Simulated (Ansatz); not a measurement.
# CH4BOSb: how energies converge with the basis set

The task here is to estimate one member of a computed series from the others.

Method: one geometry, several basis sets; program: Ansatz 0.2.0, Gaussian basis.

The runs, in order: PBE0-D4/def2-SVP; ωB97M-V/def2-SVP; PBE0-D4/def2-QZVPP; ωB97M-V/def2-QZVPP; the functionals' def2-TZVPP values are taken from earlier runs.

## Structure used throughout

An earlier PBE0-D4 in a triple-zeta def2 set relaxation fixed the geometry. Sb takes the def2 core potential; no spin-orbit term is included.

8 atoms, charge 0, spin multiplicity 1.

Atoms are counted from 1 here; the program's logs count them from 0.

Bond lengths: O1–Sb2 2.362 Å, O1–B3 1.450 Å, O1–H5 0.963 Å, Sb2–B3 2.367 Å, Sb2–C4 2.221 Å, B3–C4 1.530 Å, B3–H6 1.192 Å, C4–H7 1.086 Å, C4–H8 1.088 Å. Angles: Sb2–O1–B3 72.3°, Sb2–O1–H5 116.8°, B3–O1–H5 112.0°, O1–Sb2–B3 35.7°, O1–Sb2–C4 63.8°, B3–Sb2–C4 38.8°, O1–B3–Sb2 72.0°, O1–B3–C4 109.0°, O1–B3–H6 119.7°, Sb2–B3–C4 65.4°, Sb2–B3–H6 127.4°, C4–B3–H6 131.3°, Sb2–C4–B3 75.8°, Sb2–C4–H7 109.3°, Sb2–C4–H8 113.8°, B3–C4–H7 122.0°, B3–C4–H8 116.3°, H7–C4–H8 113.3°.

The first run:

in.yaml

```yaml
crystal:
  periodic: [false, false, false]
  atoms:
    - {symbol: O, position_ang: [-0.094483, 1.131450, -0.863115]}
    - {symbol: Sb, position_ang: [-1.773386, -0.459920, -0.384646]}
    - {symbol: B, position_ang: [0.291509, 0.434914, 0.348796]}
    - {symbol: C, position_ang: [0.312279, -1.069839, 0.072583]}
    - {symbol: H, position_ang: [-0.310824, 2.054758, -0.694543]}
    - {symbol: H, position_ang: [0.499218, 1.054810, 1.345383]}
    - {symbol: H, position_ang: [0.768197, -1.484637, -0.821335]}
    - {symbol: H, position_ang: [0.399590, -1.718637, 0.941077]}
basis:
  gaussian: {orbitals: def2-SVP}
hamiltonian: {xc: pbe0, dispersion: d4}
output: {orbitals: {seedname: orbitals}}
```

Run with:

```sh
$ ansatz run in.yaml --threads 2 --pin off --events-out ev --progress --plain --max-ram 4352MiB
```

Among the steps run: PBE0-D4 in def2-SVP; ωB97M-V in def2-SVP; PBE0-D4 in def2-QZVPP; ωB97M-V in def2-QZVPP.

One table of the session follows, with a row left open; its other results are not shown here.

It belongs to the step «Functionals by basis». 

```
functional       basis  HOMO (eV)  LUMO (eV)
   PBE0-D4    def2-SVP      -4.96      -2.45
   PBE0-D4  def2-TZVPP      -5.07      -2.57
   PBE0-D4  def2-QZVPP      -5.09      -2.58
   ωB97M-V    def2-SVP      -6.92      -0.43
   ωB97M-V  def2-TZVPP          ?          ?
   ωB97M-V  def2-QZVPP      -7.07      -0.68
```

Estimate the missing values for ωB97M-V, def2-TZVPP.

The run gave: HOMO (eV): -7.05; LUMO (eV): -0.64. In the column «HOMO (eV)» it lies between ωB97M-V, def2-QZVPP (-7.07) and ωB97M-V, def2-SVP (-6.92).
